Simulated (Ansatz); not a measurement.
This script for Ansatz 0.2.0, Python API starts 2 runs on FGe₂H₄, SMILES [F][GeH][GeH3]. What input does the engine get in each?

`run_spin.py`:
```python
# -*- coding: utf-8 -*-
'''Vertical spin-state energies of FGe2H4.'''

import logging
import sys

import ansatz as az

logging.basicConfig(stream=sys.stdout, format='%(levelname)s %(message)s')
log = logging.getLogger('run')
log.setLevel(logging.INFO)


def main():
    geometry_ang = [
        ('F', (-2.0872, -1.3608, 0.4249)),
        ('Ge', (-0.5039, -1.3541, -0.2259)),
        ('Ge', (0.3717, 0.8665, -0.2334)),
        ('H', (0.4546, -2.258, 0.6575)),
        ('H', (-0.4744, 1.7768, -1.1218)),
        ('H', (0.4249, 1.4251, 1.2303)),
        ('H', (1.8756, 0.8366, -0.7774)),
    ]
    system = az.Crystal.molecule()
    for symbol, xyz in geometry_ang:
        system = system.atom(symbol, xyz)

    model = system.calculation()
    model = model.basis(gaussian='6-31G*')
    model = model.functional('PBE')
    found = {}
    for unpaired in [1, 3]:
        rep = model.spin('collinear', total=unpaired).run().report
        s = unpaired / 2
        found[unpaired] = rep['free_energy_ev']
        log.info(f'2S+1 = {unpaired + 1}: E = {found[unpaired]:.5f} eV, <S^2> = {abs(rep["mean_field"]["state"]["spin_squared"]):.3f} (pure state {s * (s + 1):.2f})')
    lowest = min(found, key=found.get)
    for unpaired, e in found.items():
        log.info(f'multiplicity {unpaired + 1}: {96.485332 * (e - found[lowest]):.1f} kJ/mol above the lowest')


if __name__ == '__main__':
    main()
```

Run 1:
```yaml
crystal:
  periodic: [false, false, false]
  atoms:
    - { symbol: F, position_ang: [-2.0872, -1.3608, 0.4249] }
    - { symbol: Ge, position_ang: [-0.5039, -1.3541, -0.2259] }
    - { symbol: Ge, position_ang: [0.3717, 0.8665, -0.2334] }
    - { symbol: H, position_ang: [0.4546, -2.258, 0.6575] }
    - { symbol: H, position_ang: [-0.4744, 1.7768, -1.1218] }
    - { symbol: H, position_ang: [0.4249, 1.4251, 1.2303] }
    - { symbol: H, position_ang: [1.8756, 0.8366, -0.7774] }
basis:
  gaussian:
    orbitals: "6-31G*"
hamiltonian:
  xc: pbe
magnetization:
  spin_polarized: true
  initial_magnetization: 1.0
```

Run 2, against run 1:
```diff
-  initial_magnetization: 1.0
+  initial_magnetization: 3.0
```

Output of `python run_spin.py`:
```text
INFO 2S+1 = 2: E = -115782.97828 eV, <S^2> = 0.751 (pure state 0.75)
INFO 2S+1 = 4: E = -115777.39479 eV, <S^2> = 3.753 (pure state 3.75)
INFO multiplicity 2: 0.0 kJ/mol above the lowest
INFO multiplicity 4: 538.7 kJ/mol above the lowest
```

In order: multiplicity 2 (+0.00 eV) and multiplicity 4 (+5.58 eV), all at the one geometry.

Total energies depend on the basis set; only differences at equal settings carry meaning. The geometry is a force-field or estimated start, not a minimum of this method, and the basis set is short of its limit. All parts are taken at fixed geometry, without zero-point energy. The species is open-shell (spin multiplicity 2). It ran for 13 s on 1 thread of Intel(R) Xeon(R) Platinum 8259CL CPU @ 2.50GHz (Skylake/Cascade Lake), on a shared host, peak memory 0.23 GiB.

(A comment or docstring line of the script was reworded after the run, the code is as it ran; lines on the test bed's own set-up are left out of the output.)
